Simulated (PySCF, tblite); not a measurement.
# C2H5ClO2Si: magnetic properties

Wanted: magnetic properties for C2H5ClO2Si (`O[SiH2]O/C=C\Cl`).

Programs: tblite 0.8.0 and PySCF 2.14.0, with routines of our own; each step states its level. All values are computed. Atoms count from 0.

## (1) The starting structure

11 atoms, charge 0, multiplicity 1; geometry from: force field or distance geometry start.

## (2) Optimising the geometry with GFN2-xTB, one coordinate held

Job settings and geometry (Å):

```
{"job": {"kind": "relax", "xc": "GFN2-xTB", "basis": "xTB"}, "charge": 0, "multiplicity": 1}
O      1.407700    -1.902600    -0.537000
Si     1.629400    -0.297500    -0.170900
O      0.205500     0.355600     0.345300
C     -0.615500    -0.294600     1.220900
C     -1.773700     0.192800     1.677500
Cl    -2.414900     1.713000     1.198900
H      0.970400    -2.413200     0.159000
H      2.638500    -0.219000     0.932200
H      2.130400     0.404700    -1.363400
H     -0.265700    -1.271900     1.568600
H     -2.419600    -0.324200     2.367500
```

On the command line:

```sh
$ OMP_NUM_THREADS=1 python excited_run.py task.json out
```

This one command runs all jobs of the session in turn.

Standard output:

```text
step      E/eV     max force
  0    -579.81719    1.022
  1    -579.86040    0.608
  2    -579.88816    0.521
  3    -579.89894    0.400
  4    -579.91170    0.310
  5    -579.92402    0.479
  6    -579.93921    0.478
  7    -579.95028    0.350
  8    -579.95479    0.245
  9    -579.95819    0.237
 10    -579.96312    0.280
 11    -579.96955    0.360
 12    -579.97470    0.262
 13    -579.97725    0.114
 14    -579.97880    0.131
 15    -579.98101    0.223
 16    -579.98449    0.322
 17    -579.98865    0.314
 18    -579.99231    0.192
 19    -579.99534    0.149
 20    -579.99834    0.193
 21    -580.00127    0.185
 22    -580.00349    0.216
 23    -580.00488    0.128
 24    -580.00597    0.086
 25    -580.00707    0.101
 26    -580.00829    0.117
 27    -580.00997    0.094
 28    -580.01112    0.067
 29    -580.01177    0.064
 30    -580.01221    0.071
 31    -580.01262    0.068
 32    -580.01309    0.080
 33    -580.01362    0.098
 34    -580.01422    0.109
 35    -580.01504    0.122
 36    -580.01653    0.161
 37    -580.01882    0.214
 38    -580.01444    0.869
 39    -580.02572    0.291
 40    -580.03018    0.183
 41    -580.03417    0.432
 42    -580.03664    0.238
 43    -580.04041    0.223
 44    -580.04824    0.565
 45    -580.05209    0.424
 46    -580.05615    0.146
 47    -580.05928    0.245
 48    -580.06251    0.211
 49    -580.06691    0.127
 50    -580.06872    0.116
 51    -580.07068    0.133
 52    -580.07228    0.132
 53    -580.07441    0.173
 54    -580.07649    0.162
 55    -580.07852    0.147
 56    -580.07963    0.116
 57    -580.08004    0.119
 58    -580.08067    0.124
 59    -580.08154    0.146
 60    -580.08266    0.143
 61    -580.08376    0.101
 62    -580.08462    0.075
 63    -580.08540    0.107
 64    -580.08639    0.132
 65    -580.08744    0.111
 66    -580.08813    0.082
 67    -580.08844    0.145
 68    -580.08864    0.046
 69    -580.08885    0.069
 70    -580.08916    0.086
 71    -580.08928    0.059
 72    -580.08938    0.048
 73    -580.08945    0.051
 74    -580.08955    0.048
 75    -580.08963    0.040
 76    -580.08968    0.034
 77    -580.08971    0.033
 78    -580.08972    0.031
 79    -580.08973    0.029
 80    -580.08974    0.027
 81    -580.08977    0.027
 82    -580.08979    0.028
 83    -580.08981    0.027
```

It took 0.71 s on 1 thread of Arm Neoverse V2, shared host; peak memory 0.17 GiB.

One coordinate is held by a constraint (a dihedral, as typed in the start), so the force along it need not vanish.

Along the way: (not every step is listed)

```
step  energy from step 0 (eV)  largest force (eV/Å)
   0                   0.0000                1.0216
   1                  -0.0432                0.6085
   2                  -0.0710                0.5205
   3                  -0.0818                0.4000
   4                  -0.0945                0.3097
   5                  -0.1068                0.4794
   6                  -0.1220                0.4780
   7                  -0.1331                0.3498
   8                  -0.1376                0.2454
  15                  -0.1638                0.2227
  22                  -0.1863                0.2161
  29                  -0.1946                0.0645
  36                  -0.1993                0.1607
  43                  -0.2232                0.2228
  50                  -0.2515                0.1164
  57                  -0.2629                0.1187
  64                  -0.2692                0.1319
  71                  -0.2721                0.0591
  78                  -0.2725                0.0314
  79                  -0.2725                0.0294
  80                  -0.2726                0.0269
  81                  -0.2726                0.0272
  82                  -0.2726                0.0277
  83                  -0.2726                0.0267
```

Distances of close pairs at the start and the end, largest changes first:

```
  bond  before (Å)  after (Å)  change (Å)
Si1–H7       1.497      1.453      -0.044
O0–Si1       1.661      1.623      -0.038
 O2–C3       1.365      1.337      -0.028
Si1–H8       1.472      1.451      -0.021
 O0–H6       0.968      0.954      -0.014
Si1–O2       1.649      1.638      -0.011
 C3–H9       1.095      1.085      -0.010
 C3–C4       1.337      1.328      -0.009
```

The end geometry stands in the next job.

## (3) Magnetic properties: GIAO PBE/pcSseg-1

Job settings and geometry (Å):

```
{"job": {"kind": "mag", "xc": "PBE", "basis": "pcSseg-1", "isotopologues": 0}, "charge": 0, "multiplicity": 1}
O      1.782160    -1.977477    -0.168727
Si     1.629350    -0.364782    -0.068358
O      0.130971     0.111798     0.390427
C     -0.687231    -0.326892     1.353077
C     -1.795445     0.306178     1.719006
Cl    -2.290907     1.789335     1.003746
H      1.277654    -2.518140    -0.771657
H      2.622291    -0.076259     0.952281
H      1.692762     0.325462    -1.342824
H     -0.420354    -1.257576     1.842689
H     -2.450184    -0.068067     2.485889
```

Level: GIAO PBE/pcSseg-1 magnetisability, rotational g tensor and spin-rotation constants, non-relativistic, gas phase.

Standard output:

```text
coarse grid: 10696 points
cycle   1  E = -978.4989967546  dE =  8.710e-01  |g| = 1.041e+00  |ddm| = 3.193e+00
cycle   2  E = -977.8279053543  dE =  6.711e-01  |g| = 2.114e+00  |ddm| = 2.915e+00
cycle   3  E = -978.6743861365  dE = -8.465e-01  |g| = 2.313e-01  |ddm| = 2.411e+00
cycle   4  E = -978.6794454676  dE = -5.059e-03  |g| = 1.866e-01  |ddm| = 3.818e-01
cycle   5  E = -978.6880854204  dE = -8.640e-03  |g| = 5.007e-02  |ddm| = 1.917e-01
cycle   6  E = -978.6886043899  dE = -5.190e-04  |g| = 1.675e-02  |ddm| = 5.277e-02
cycle   7  E = -978.6886547929  dE = -5.040e-05  |g| = 5.771e-03  |ddm| = 1.735e-02
cycle   8  E = -978.6886609672  dE = -6.174e-06  |g| = 1.237e-03  |ddm| = 5.074e-03
final grid: 95368 points
cycle   9  E = -978.7601770688  dE = -6.677e-06  |g| = 1.665e-02  |ddm| = 2.378e-02
cycle  10  E = -978.7600110500  dE =  1.660e-04  |g| = 3.370e-02  |ddm| = 3.582e-02
cycle  11  E = -978.7602228224  dE = -2.118e-04  |g| = 4.739e-03  |ddm| = 2.808e-02
cycle  12  E = -978.7602278313  dE = -5.009e-06  |g| = 1.513e-03  |ddm| = 5.331e-03
cycle  13  E = -978.7602283714  dE = -5.401e-07  |g| = 2.465e-04  |ddm| = 1.603e-03
cycle  14  E = -978.7602283870  dE = -1.564e-08  |g| = 6.631e-05  |ddm| = 2.998e-04
cycle  15  E = -978.7602283880  dE = -9.811e-10  |g| = 1.740e-05  |ddm| = 8.154e-05
converged SCF energy = -978.7602283880

Magnetisability tensor (1e-30 J/T^2)
    -1035.24       -8.61      -41.19
       -8.61    -1073.42      -15.09
      -41.19      -15.09    -1061.46
isotropic -1056.71   principal values   -1102.02  -1063.04  -1005.07
isotropic susceptibility -63.636 1e-6 cm^3/mol

Inertial axes            a          b          c
rot. const./GHz      8.0062     0.9077     0.8410
chi total           -61.842    -62.812    -66.255
chi diamagnetic    -251.179  -1314.934  -1420.469
chi paramagnetic    189.337   1252.122   1354.214
quadrupole/D A       -4.437      3.369      1.068
g nuclear            0.6293     0.5230     0.5268
g electronic        -0.7121    -0.5339    -0.5351
g total             -0.0829    -0.0109    -0.0082

Spin-rotation constants (kHz, H = +C I.J)
atom  isotope        aa         bb         cc
  5   35Cl        2.249      0.194      0.139
  6     1H       -1.033     -0.103      0.007
  7     1H       -0.644     -0.082      0.037
  8     1H       -0.754      0.015     -0.039
  9     1H       -0.381      0.040     -0.085
 10     1H       -0.431      0.024     -0.090
  0    17O*      -0.632     -0.087     -0.098
  1   29Si*      -4.957     -0.540     -0.510
  2    17O*      -1.970     -0.184     -0.080
  3    13C*       2.537      0.430      0.181
  4    13C*       2.153      0.363      0.166
* in the singly substituted isotopologue
```

It took 21 s on 1 thread of Arm Neoverse V2, shared host; peak memory 0.48 GiB.

Key values:

```
              quantity                      value
       magnetisability           -1057·10⁻³⁰ J/T²
  molar susceptibility         -63.6·10⁻⁶ cm³/mol
rotational g (a, b, c)  -0.0829, -0.0109, -0.0082
```

The fields below are evaluated on a grid from the run's orbitals.

Frontier orbitals at PBE/pcSseg-1, with the share of their density that lies nearest to each atom:

```csv
orbital,energy (eV),lies on
HOMO,-5.59,"C3, C4 about 24 % each; Cl5 26 %; O2 17 %"
LUMO,-0.77,"C3, C4 about 26 % each; H9, H10 about 7 % each; Cl5 6 %"
```

ELF in a plane through or near 6 of the atoms.

Ten even steps from '0' (0.00) to '9' (1.00):
```
0000000000000000000000000000
0000000000000000000000000000
0000000000000000000000000000
0000000000000000000000000000
0000000011000036400000000000
0000002455400499940014200000
0000025788620599950189970000
0000257878720389941599992000
0000258858720147345699981000
0000136786324453766379620000
0000001315718658466253000000
0000000215708557213776553100
0000001572115887103767886200
0000003899821565017877986200
0000003899820120027998874100
0000001689710000036787642000
0000000144200000013443210000
0000000000000000000110000000
0000000000000000000000000000
0000000000000000000000000000
```
The map spans 11.3 Å across and 8.5 Å up, centred on the molecule. Atoms in the plane (x, y in Å): O0 (-2.3, 0.9), Si1 (-1.6, -0.5), O2 (0.0, -0.5), C3 (1.0, 0.4), C4 (2.3, 0.1), H10 (3.1, 0.8).

On the surface of density 0.002 e/bohr³ the electrostatic potential runs, from the 1st to the 99th percentile, from -1.04 V near O2 to 2.51 V near H6.

## (4) Results

| quantity | value |
| --- | --- |
| magnetisability (step 3, GIAO PBE/pcSseg-1) | -1057·10⁻³⁰ J/T² |
| molar susceptibility (step 3, GIAO PBE/pcSseg-1) | -63.6·10⁻⁶ cm³/mol |
| rotational g (a, b, c) (step 3, GIAO PBE/pcSseg-1) | -0.0829, -0.0109, -0.0082 |
| surface potential, 1st and 99th percentile | -1.04 V and 2.51 V |

**Reading.** By nearest atom (PBE/pcSseg-1), the HOMO sits on C3, C4 about 24 % each; Cl5 26 % and the LUMO on C3, C4 about 26 % each; H9, H10 about 7 % each. Vibrational averaging and real surroundings are missing from these values.
